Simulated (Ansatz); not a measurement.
# The cluster Si20AsH28−: a short trajectory

Aim: follow the cluster Si20AsH28− for 25 steps with a Langevin thermostat (700 K) and see how far bonds stretch and how energy moves between motion and potential.

Computed with Ansatz 0.2.0, Gaussian basis. Level: r2SCAN/def2-SVP with D4 dispersion.

**1. The relaxed structure**

The geometry comes from an earlier relaxation with PBE-D4/def2-SVP; it is a stationary point, not always the lowest conformer.

49 atoms, charge -1, spin multiplicity 1.

Atoms are counted from 1 here; the program's logs count them from 0.

Bond lengths: As1–Si14 2.409 Å, As1–H22 1.558 Å, As1–H23 1.541 Å, Si2–Si9 2.364 Å, Si2–Si15 2.367 Å, Si2–H24 1.501 Å, Si2–H25 1.526 Å, Si3–Si14 2.351 Å, Si3–Si16 2.358 Å, Si3–H26 1.515 Å, Si3–H27 1.517 Å, Si4–Si14 2.351 Å, Si4–Si17 2.352 Å, Si4–H28 1.514 Å, Si4–H29 1.515 Å, Si5–Si17 2.363 Å, Si5–Si18 2.368 Å, Si5–H30 1.538 Å and more. Angles: Si14–As1–H22 90.7°, Si14–As1–H23 92.8°, H22–As1–H23 90.3°, Si9–Si2–Si15 106.8°, Si9–Si2–H24 118.7°, Si9–Si2–H25 103.3°, Si15–Si2–H24 118.0°, Si15–Si2–H25 101.1°, H24–Si2–H25 106.6°, Si14–Si3–Si16 117.0°, Si14–Si3–H26 110.2°, Si14–Si3–H27 106.2°, Si16–Si3–H26 109.1°, Si16–Si3–H27 107.7°, H26–Si3–H27 105.9°, Si14–Si4–Si17 106.1°, Si14–Si4–H28 108.2°, Si14–Si4–H29 110.3° and more.

**2. The run**

in.yaml reads:

```yaml
crystal:
  periodic: [false, false, false]
  atoms:
    - {symbol: As, position_ang: [-4.092851, -1.800894, -1.064416]}
    - {symbol: Si, position_ang: [-2.762714, 2.384376, -0.461632]}
    - {symbol: Si, position_ang: [-1.672511, -0.503525, -3.887891]}
    - {symbol: Si, position_ang: [-0.740009, -3.655465, -1.918464]}
    - {symbol: Si, position_ang: [-1.172521, -0.661566, 0.440068]}
    - {symbol: Si, position_ang: [1.783476, -3.610226, 0.889085]}
    - {symbol: Si, position_ang: [1.643025, -0.821221, -1.762447]}
    - {symbol: Si, position_ang: [1.565013, -0.906783, 3.519310]}
    - {symbol: Si, position_ang: [-0.749111, 2.480618, -1.695599]}
    - {symbol: Si, position_ang: [-0.584092, 4.738715, 1.224168]}
    - {symbol: Si, position_ang: [1.848865, 1.799496, 1.026241]}
    - {symbol: Si, position_ang: [-1.230006, 1.677456, 3.244124]}
    - {symbol: Si, position_ang: [4.447598, -0.928626, 0.895649]}
    - {symbol: Si, position_ang: [-2.525575, -2.401202, -2.792356]}
    - {symbol: Si, position_ang: [-2.262756, 3.150866, 1.721731]}
    - {symbol: Si, position_ang: [0.117048, 0.623127, -2.844278]}
    - {symbol: Si, position_ang: [0.368845, -2.243548, -0.399261]}
    - {symbol: Si, position_ang: [0.273680, 0.361096, 2.012286]}
    - {symbol: Si, position_ang: [3.077929, -2.239402, 2.296212]}
    - {symbol: Si, position_ang: [3.116054, 0.473319, -0.450158]}
    - {symbol: Si, position_ang: [0.795866, 3.486688, -0.219521]}
    - {symbol: H, position_ang: [-5.111441, -2.852832, -1.595761]}
    - {symbol: H, position_ang: [-3.521486, -2.839992, -0.080810]}
    - {symbol: H, position_ang: [-3.634128, 1.169881, -0.599148]}
    - {symbol: H, position_ang: [-3.565978, 3.560410, -1.008679]}
    - {symbol: H, position_ang: [-2.786206, 0.485329, -4.165413]}
    - {symbol: H, position_ang: [-1.189403, -0.978570, -5.245404]}
    - {symbol: H, position_ang: [-1.312469, -4.879045, -1.234404]}
    - {symbol: H, position_ang: [0.145525, -4.160384, -3.039353]}
    - {symbol: H, position_ang: [-1.866747, -1.519657, 1.511198]}
    - {symbol: H, position_ang: [0.954818, -4.547803, 1.740028]}
    - {symbol: H, position_ang: [2.695117, -4.485028, 0.051555]}
    - {symbol: H, position_ang: [2.450656, -1.512934, -2.842419]}
    - {symbol: H, position_ang: [0.692219, -1.837387, 4.333666]}
    - {symbol: H, position_ang: [2.330409, -0.053410, 4.510863]}
    - {symbol: H, position_ang: [-0.984352, 3.516951, -2.783895]}
    - {symbol: H, position_ang: [-1.145657, 5.956731, 0.524849]}
    - {symbol: H, position_ang: [0.140708, 5.221856, 2.459008]}
    - {symbol: H, position_ang: [2.774954, 2.421466, 2.051612]}
    - {symbol: H, position_ang: [-2.267179, 0.791648, 3.898559]}
    - {symbol: H, position_ang: [-0.617985, 2.518566, 4.345830]}
    - {symbol: H, position_ang: [5.311539, -1.843052, 0.053279]}
    - {symbol: H, position_ang: [5.394136, -0.084917, 1.722667]}
    - {symbol: H, position_ang: [-3.281002, -3.189119, -3.845860]}
    - {symbol: H, position_ang: [-3.475292, 3.828299, 2.326430]}
    - {symbol: H, position_ang: [0.888027, 1.271887, -3.984686]}
    - {symbol: H, position_ang: [3.969110, -3.056535, 3.212258]}
    - {symbol: H, position_ang: [4.013534, 1.326151, -1.324498]}
    - {symbol: H, position_ang: [1.812920, 4.327792, -0.959725]}
basis:
  gaussian: {orbitals: def2-SVP, fitting: {mean_field: def2-universal-jkfit}}
total_charge: -1
hamiltonian: {xc: {name: r2SCAN}, dispersion: d4}
md: {timestep: 1 fs, n_steps: 25, ensemble: nvt_langevin, temperature: 700, initial_velocities: maxwell_boltzmann, friction: 0.01, seed: 606}
scf: {omitted_lower_state_checks: [starts]}
```

Started as:

```
$ ansatz run in.yaml --threads 2 --pin off --events-out ev --progress --plain --max-ram 20480MiB --backend cuda --devices 0, --max-vram 18GiB
```

What it wrote:

```text
Functional definition: r2SCAN
  name "r2SCAN"
  cite "Furness, Kaplan, Ning, Perdew & Sun, J. Phys. Chem. Lett. 11, 8208 (2020) doi:10.1021/acs.jpclett.0c02405"
  cite "Furness, Kaplan, Ning, Perdew & Sun, J. Phys. Chem. Lett. 11, 9248 (2020) doi:10.1021/acs.jpclett.0c03077"
  parent r2scan
  parameter k0 = 0.174
  parameter k1 = 0.065
  parameter a1 = 4.9479
  exchange = r2scan_x(k0 = k0, k1 = k1, a1 = a1)
  correlation = r2scan_c
these checks for a lower state are left out or cut short: starts
3330 factors; integrals over basis functions are off by at most 3.4e-1 eV
mean field evaluation 1: about -218783.7677 eV, gradient 3.2e1 eV
mean field evaluation 2: about -218779.3478 eV, gradient 4.9e1 eV
mean field evaluation 4: about -218787.6370 eV, gradient 4.3e0 eV
mean field evaluation 8: about -218787.6771 eV, gradient 2.2e-1 eV
mean field evaluation 16: about -218787.6773 eV, gradient 1.0e-4 eV
mean field -218787.67725318 eV, -8040.2988394403 hartree, gradient 4.1e-5 eV, S^2 0.000000; 0 other end points of the search recorded, 0 dependent functions left out
the calculation of the forces begins
reference -218787.67727930 eV, -8040.2988404001 hartree; 171, 171 occupied and 361, 361 virtual orbitals, 3330 factors
md step     0: t =     0.00 fs  T =   685.7 K  F+E_penalty+E_count = -218788.75443691 eV  E_kin = 4.343136 eV  (30 SCF iters)
these checks for a lower state are left out or cut short: starts, cluster_reference, orbital_swaps, neighbouring_geometries, increment
3330 factors; integrals over basis functions are off by at most 3.3e-1 eV
mean field -218787.53807233 eV, -8040.2937246386 hartree, gradient 1.1e-5 eV, S^2 0.000000; 0 other end points of the search recorded, 0 dependent functions left out
the calculation of the forces begins
reference -218787.53809848 eV, -8040.2937255996 hartree; 171, 171 occupied and 361, 361 virtual orbitals, 3330 factors
md step     1: t =     1.00 fs  T =   665.3 K  F+E_penalty+E_count = -218788.61531790 eV  E_kin = 4.213662 eV  (32 SCF iters, 3 dispersion substeps)
these checks for a lower state are left out or cut short: starts, cluster_reference, orbital_swaps, neighbouring_geometries, increment
3330 factors; integrals over basis functions are off by at most 3.4e-1 eV
mean field evaluation 32: about -218787.2212 eV, gradient 1.0e-5 eV
mean field -218787.22123891 eV, -8040.2820812249 hartree, gradient 1.0e-5 eV, S^2 0.000000; 0 other end points of the search recorded, 0 dependent functions left out
the calculation of the forces begins
reference -218787.22126507 eV, -8040.2820821863 hartree; 171, 171 occupied and 361, 361 virtual orbitals, 3330 factors
md step     2: t =     2.00 fs  T =   599.1 K  F+E_penalty+E_count = -218788.29867247 eV  E_kin = 3.794424 eV  (32 SCF iters, 3 dispersion substeps)
[... from here on, the SCF cycles and remarks between the steps are left out ...]
md step     3: t =     3.00 fs  T =   559.5 K  F+E_penalty+E_count = -218787.93348123 eV  E_kin = 3.543853 eV  (29 SCF iters, 3 dispersion substeps)
md step     4: t =     4.00 fs  T =   511.1 K  F+E_penalty+E_count = -218787.65771592 eV  E_kin = 3.237352 eV  (29 SCF iters, 3 dispersion substeps)
md step     5: t =     5.00 fs  T =   472.3 K  F+E_penalty+E_count = -218787.52334874 eV  E_kin = 2.991401 eV  (29 SCF iters, 3 dispersion substeps)
md step     6: t =     6.00 fs  T =   462.5 K  F+E_penalty+E_count = -218787.45587810 eV  E_kin = 2.929322 eV  (30 SCF iters, 3 dispersion substeps)
md step     7: t =     7.00 fs  T =   445.9 K  F+E_penalty+E_count = -218787.34630303 eV  E_kin = 2.824341 eV  (30 SCF iters, 3 dispersion substeps)
md step     8: t =     8.00 fs  T =   411.1 K  F+E_penalty+E_count = -218787.13937477 eV  E_kin = 2.603820 eV  (30 SCF iters, 3 dispersion substeps)
md step     9: t =     9.00 fs  T =   380.3 K  F+E_penalty+E_count = -218786.83716371 eV  E_kin = 2.408660 eV  (30 SCF iters, 3 dispersion substeps)
md step    10: t =    10.00 fs  T =   314.5 K  F+E_penalty+E_count = -218786.51097808 eV  E_kin = 1.991764 eV  (30 SCF iters, 3 dispersion substeps)
md step    11: t =    11.00 fs  T =   279.8 K  F+E_penalty+E_count = -218786.26609327 eV  E_kin = 1.772270 eV  (30 SCF iters, 3 dispersion substeps)
md step    12: t =    12.00 fs  T =   273.7 K  F+E_penalty+E_count = -218786.16250932 eV  E_kin = 1.733429 eV  (30 SCF iters, 3 dispersion substeps)
md step    13: t =    13.00 fs  T =   284.9 K  F+E_penalty+E_count = -218786.21024326 eV  E_kin = 1.804450 eV  (30 SCF iters, 3 dispersion substeps)
md step    14: t =    14.00 fs  T =   306.3 K  F+E_penalty+E_count = -218786.33489445 eV  E_kin = 1.940272 eV  (30 SCF iters, 3 dispersion substeps)
md step    15: t =    15.00 fs  T =   324.7 K  F+E_penalty+E_count = -218786.44099458 eV  E_kin = 2.056368 eV  (30 SCF iters, 3 dispersion substeps)
md step    16: t =    16.00 fs  T =   340.7 K  F+E_penalty+E_count = -218786.47776164 eV  E_kin = 2.157655 eV  (30 SCF iters, 3 dispersion substeps)
md step    17: t =    17.00 fs  T =   331.1 K  F+E_penalty+E_count = -218786.42708748 eV  E_kin = 2.097358 eV  (30 SCF iters, 3 dispersion substeps)
md step    18: t =    18.00 fs  T =   313.9 K  F+E_penalty+E_count = -218786.34139992 eV  E_kin = 1.987869 eV  (30 SCF iters, 3 dispersion substeps)
md step    19: t =    19.00 fs  T =   322.1 K  F+E_penalty+E_count = -218786.29542840 eV  E_kin = 2.040386 eV  (15 SCF iters, 3 dispersion substeps)
md step    20: t =    20.00 fs  T =   344.2 K  F+E_penalty+E_count = -218786.35289876 eV  E_kin = 2.180325 eV  (30 SCF iters, 3 dispersion substeps)
md step    21: t =    21.00 fs  T =   376.6 K  F+E_penalty+E_count = -218786.51944697 eV  E_kin = 2.385570 eV  (30 SCF iters, 3 dispersion substeps)
md step    22: t =    22.00 fs  T =   413.0 K  F+E_penalty+E_count = -218786.71402799 eV  E_kin = 2.616130 eV  (30 SCF iters, 3 dispersion substeps)
md step    23: t =    23.00 fs  T =   414.6 K  F+E_penalty+E_count = -218786.83006829 eV  E_kin = 2.625982 eV  (32 SCF iters, 3 dispersion substeps)
md step    24: t =    24.00 fs  T =   435.7 K  F+E_penalty+E_count = -218786.84320471 eV  E_kin = 2.759314 eV  (32 SCF iters, 3 dispersion substeps)
these checks for a lower state are left out or cut short: starts, cluster_reference, orbital_swaps, neighbouring_geometries, increment
3330 factors; integrals over basis functions are off by at most 3.5e-1 eV
mean field -218785.69874966 eV, -8040.2261307771 hartree, gradient 1.2e-5 eV, S^2 0.000000; 0 other end points of the search recorded, 0 dependent functions left out
the calculation of the forces begins
reference -218785.69877586 eV, -8040.2261317399 hartree; 171, 171 occupied and 361, 361 virtual orbitals, 3330 factors
these checks for a lower state are left out or cut short: starts
3330 factors; integrals over basis functions are off by at most 3.5e-1 eV
mean field -218785.69874966 eV, -8040.2261307771 hartree, gradient 1.2e-5 eV, S^2 0.000000; 0 other end points of the search recorded, 0 dependent functions left out
the calculation of the forces begins
reference -218785.69877586 eV, -8040.2261317399 hartree; 171, 171 occupied and 361, 361 virtual orbitals, 3330 factors
md step    25: t =    25.00 fs  T =   430.6 K  F+E_penalty+E_count = -218786.77871574 eV  E_kin = 2.727357 eV  (15 SCF iters, 3 dispersion substeps)
Total energy: -218786.77874194 eV, -8040.2658197612 hartree
Atom 0 at    -4.222779    -1.881086    -1.019694 Å, force    -0.182209     1.135221    -1.092850 eV/Å
Atom 1 at    -2.783550     2.493432    -0.489010 Å, force     0.796395     0.068985    -0.487139 eV/Å
Atom 2 at    -1.579066    -0.375307    -3.940296 Å, force     0.283371    -2.781226     1.188818 eV/Å
Atom 3 at    -0.659992    -3.696625    -1.823752 Å, force    -0.677641     0.368309     0.075116 eV/Å
Atom 4 at    -1.212258    -0.686105     0.452653 Å, force     0.011795     0.364161    -0.263806 eV/Å
Atom 5 at     1.738966    -3.668915     0.892598 Å, force    -0.018488    -0.386899     1.676741 eV/Å
Atom 6 at     1.712442    -0.884238    -1.686379 Å, force    -0.144449     0.339719     0.282017 eV/Å
Atom 7 at     1.555160    -0.814692     3.466848 Å, force     0.613496     1.001839     0.602902 eV/Å
Atom 8 at    -0.707664     2.449953    -1.688980 Å, force    -0.341213     0.009233     0.346775 eV/Å
Atom 9 at    -0.615504     4.743127     1.117628 Å, force    -0.319597    -0.342160     0.433174 eV/Å
Atom 10 at     1.956846     1.849817     0.967890 Å, force    -0.728338     0.022511     2.240769 eV/Å
Atom 11 at    -1.140793     1.653604     3.311129 Å, force    -0.222956     0.963387    -0.738890 eV/Å
Atom 12 at     4.499534    -0.846346     0.711290 Å, force     0.088547    -0.745430     2.153964 eV/Å
Atom 13 at    -2.467289    -2.366498    -2.621547 Å, force     0.238494     1.267994    -0.697415 eV/Å
Atom 14 at    -2.298123     3.150581     1.672956 Å, force    -0.325748    -0.021304     1.505870 eV/Å
Atom 15 at     0.103917     0.540680    -2.750530 Å, force     1.023027     0.546095     0.523094 eV/Å
Atom 16 at     0.351814    -2.265193    -0.282481 Å, force     0.273246     0.047496    -0.654623 eV/Å
Atom 17 at     0.276820     0.398005     1.919081 Å, force     0.319064     0.242080     0.438938 eV/Å
Atom 18 at     3.038788    -2.132483     2.232032 Å, force     0.712977    -0.676310    -0.395788 eV/Å
Atom 19 at     3.178010     0.562610    -0.375520 Å, force    -0.134495     0.473784    -2.047523 eV/Å
Atom 20 at     0.796480     3.431341    -0.169274 Å, force     0.122293     0.443228    -0.844289 eV/Å
Atom 21 at    -5.254293    -2.703684    -1.857058 Å, force     0.357040    -0.046622     0.379140 eV/Å
Atom 22 at    -3.686993    -3.004997    -0.257835 Å, force     0.133655    -1.180521     0.803875 eV/Å
Atom 23 at    -3.741718     1.425606    -0.782275 Å, force    -0.373818    -0.362584    -0.071054 eV/Å
Atom 24 at    -3.303120     3.796524    -1.017112 Å, force    -0.319034     0.153464    -0.086327 eV/Å
Atom 25 at    -2.543906     0.621979    -4.266325 Å, force    -1.023513     0.888237    -0.555425 eV/Å
Atom 26 at    -0.893111    -1.036253    -5.099962 Å, force    -0.275026     0.119398    -0.279926 eV/Å
Atom 27 at    -1.282545    -4.823916    -1.059590 Å, force    -0.085967    -0.124140     0.038767 eV/Å
Atom 28 at     0.110793    -4.346618    -2.925072 Å, force     0.157475     0.099919    -0.136406 eV/Å
Atom 29 at    -1.970985    -1.349891     1.572651 Å, force    -0.057902    -0.288673     0.187853 eV/Å
Atom 30 at     0.948630    -4.671885     1.852959 Å, force     0.578881     0.874179    -0.737728 eV/Å
Atom 31 at     2.702031    -4.551269     0.163647 Å, force     0.027286    -0.000625    -0.242588 eV/Å
Atom 32 at     2.538001    -1.678265    -2.683983 Å, force    -0.161454     0.214712     0.116303 eV/Å
Atom 33 at     0.834983    -1.724137     4.428292 Å, force    -0.036448     0.063699    -0.108200 eV/Å
Atom 34 at     2.311391     0.278283     4.350919 Å, force    -0.461046    -0.961438    -0.600325 eV/Å
Atom 35 at    -0.800496     3.487286    -2.794652 Å, force    -0.070101    -0.126633     0.089452 eV/Å
Atom 36 at    -1.202880     5.844218     0.235885 Å, force     0.307252    -0.080219     0.550819 eV/Å
Atom 37 at     0.030423     5.062103     2.452402 Å, force    -0.118921     0.518576    -0.382753 eV/Å
Atom 38 at     2.877718     2.461819     2.064836 Å, force    -0.506989    -0.283811    -0.518349 eV/Å
Atom 39 at    -1.952590     0.824869     4.238895 Å, force    -0.455675    -0.321952    -0.193455 eV/Å
Atom 40 at    -0.572253     2.600622     4.331992 Å, force     0.318673     0.123561    -0.197789 eV/Å
Atom 41 at     5.196143    -1.615568    -0.277747 Å, force     0.375471    -1.085126    -0.968367 eV/Å
Atom 42 at     5.701545    -0.294237     1.425711 Å, force    -0.217854     0.293748     0.251496 eV/Å
Atom 43 at    -3.232380    -3.069161    -3.670530 Å, force    -0.173423    -0.420908    -0.446678 eV/Å
Atom 44 at    -3.528582     3.861520     2.353548 Å, force     0.750304    -0.395830    -0.495807 eV/Å
Atom 45 at     0.892790     1.342678    -3.744188 Å, force     0.254465    -0.035549    -0.289184 eV/Å
Atom 46 at     3.887695    -3.006107     3.155638 Å, force    -0.034778     0.307823    -0.181406 eV/Å
Atom 47 at     4.045000     1.588276    -1.119692 Å, force    -0.221633    -0.482879    -0.147073 eV/Å
Atom 48 at     1.820814     4.199036    -0.958287 Å, force    -0.054490     0.199477    -0.024718 eV/Å
Dipole moment:    -0.090180     0.057295    -0.298352 e Å
Checks for a lower state left out: starts
```

It took 2.8 min on 1 × H100 (card shared with other runs) with 2 threads of AMD EPYC 7R13, shared host; peak host memory 1.2 GiB.

**3. Frames and traces**

Every 2 steps, with energies from the start:

| time (fs) | T (K) | potential (meV) | Si8–H35 (Å) |
| --- | --- | --- | --- |
| 0.0 | 686 | 0.0 | 1.516 |
| 2.0 | 599 | 455.8 | 1.419 |
| 4.0 | 511 | 1096.7 | 1.377 |
| 6.0 | 462 | 1298.6 | 1.436 |
| 8.0 | 411 | 1615.1 | 1.543 |
| 10.0 | 314 | 2243.5 | 1.605 |
| 12.0 | 274 | 2591.9 | 1.609 |
| 14.0 | 306 | 2419.5 | 1.565 |
| 16.0 | 341 | 2276.7 | 1.491 |
| 18.0 | 314 | 2413.0 | 1.419 |
| 20.0 | 344 | 2401.5 | 1.412 |
| 22.0 | 413 | 2040.4 | 1.478 |
| 24.0 | 436 | 1911.2 | 1.564 |

Positions (Å) and forces (eV/Å) at 25.0 fs:

```xyz
49

As   -4.223   -1.881   -1.020   -0.182    1.135   -1.093
Si   -2.784    2.493   -0.489    0.796    0.069   -0.487
Si   -1.579   -0.375   -3.940    0.283   -2.781    1.189
Si   -0.660   -3.697   -1.824   -0.678    0.368    0.075
Si   -1.212   -0.686    0.453    0.012    0.364   -0.264
Si    1.739   -3.669    0.893   -0.018   -0.387    1.677
Si    1.712   -0.884   -1.686   -0.144    0.340    0.282
Si    1.555   -0.815    3.467    0.613    1.002    0.603
Si   -0.708    2.450   -1.689   -0.341    0.009    0.347
Si   -0.616    4.743    1.118   -0.320   -0.342    0.433
Si    1.957    1.850    0.968   -0.728    0.023    2.241
Si   -1.141    1.654    3.311   -0.223    0.963   -0.739
Si    4.500   -0.846    0.711    0.089   -0.745    2.154
Si   -2.467   -2.366   -2.622    0.238    1.268   -0.697
Si   -2.298    3.151    1.673   -0.326   -0.021    1.506
Si    0.104    0.541   -2.751    1.023    0.546    0.523
Si    0.352   -2.265   -0.282    0.273    0.047   -0.655
Si    0.277    0.398    1.919    0.319    0.242    0.439
Si    3.039   -2.132    2.232    0.713   -0.676   -0.396
Si    3.178    0.563   -0.376   -0.134    0.474   -2.048
Si    0.796    3.431   -0.169    0.122    0.443   -0.844
H    -5.254   -2.704   -1.857    0.357   -0.047    0.379
H    -3.687   -3.005   -0.258    0.134   -1.181    0.804
H    -3.742    1.426   -0.782   -0.374   -0.363   -0.071
H    -3.303    3.797   -1.017   -0.319    0.153   -0.086
H    -2.544    0.622   -4.266   -1.024    0.888   -0.555
H    -0.893   -1.036   -5.100   -0.275    0.119   -0.280
H    -1.283   -4.824   -1.060   -0.086   -0.124    0.039
H     0.111   -4.347   -2.925    0.157    0.100   -0.136
H    -1.971   -1.350    1.573   -0.058   -0.289    0.188
H     0.949   -4.672    1.853    0.579    0.874   -0.738
H     2.702   -4.551    0.164    0.027   -0.001   -0.243
H     2.538   -1.678   -2.684   -0.161    0.215    0.116
H     0.835   -1.724    4.428   -0.036    0.064   -0.108
H     2.311    0.278    4.351   -0.461   -0.961   -0.600
H    -0.800    3.487   -2.795   -0.070   -0.127    0.089
H    -1.203    5.844    0.236    0.307   -0.080    0.551
H     0.030    5.062    2.452   -0.119    0.519   -0.383
H     2.878    2.462    2.065   -0.507   -0.284   -0.518
H    -1.953    0.825    4.239   -0.456   -0.322   -0.193
H    -0.572    2.601    4.332    0.319    0.124   -0.198
H     5.196   -1.616   -0.278    0.375   -1.085   -0.968
H     5.702   -0.294    1.426   -0.218    0.294    0.251
H    -3.232   -3.069   -3.671   -0.173   -0.421   -0.447
H    -3.529    3.862    2.354    0.750   -0.396   -0.496
H     0.893    1.343   -3.744    0.254   -0.036   -0.289
H     3.888   -3.006    3.156   -0.035    0.308   -0.181
H     4.045    1.588   -1.120   -0.222   -0.483   -0.147
H     1.821    4.199   -0.958   -0.054    0.199   -0.025
```

**4. Outcome**

| quantity | value |
| --- | --- |
| length | 25 steps of 1.0 fs |
| temperature, first and last frame | 686, 431 K |
| temperature, second half | mean 357 K, from 285 to 436 K |
| swing of the potential | 2592 meV |
| range of Si8–H35 | 1.377 to 1.614 Å |

From 686 K at the start the temperature swings between 274 and 686 K: with 49 atoms it has no steady value yet; starting near a minimum, about half of the kinetic energy flows into the potential. Si8–H35 swings most, by 0.24 Å; no bond breaks. A run of 25 fs gives no averages.
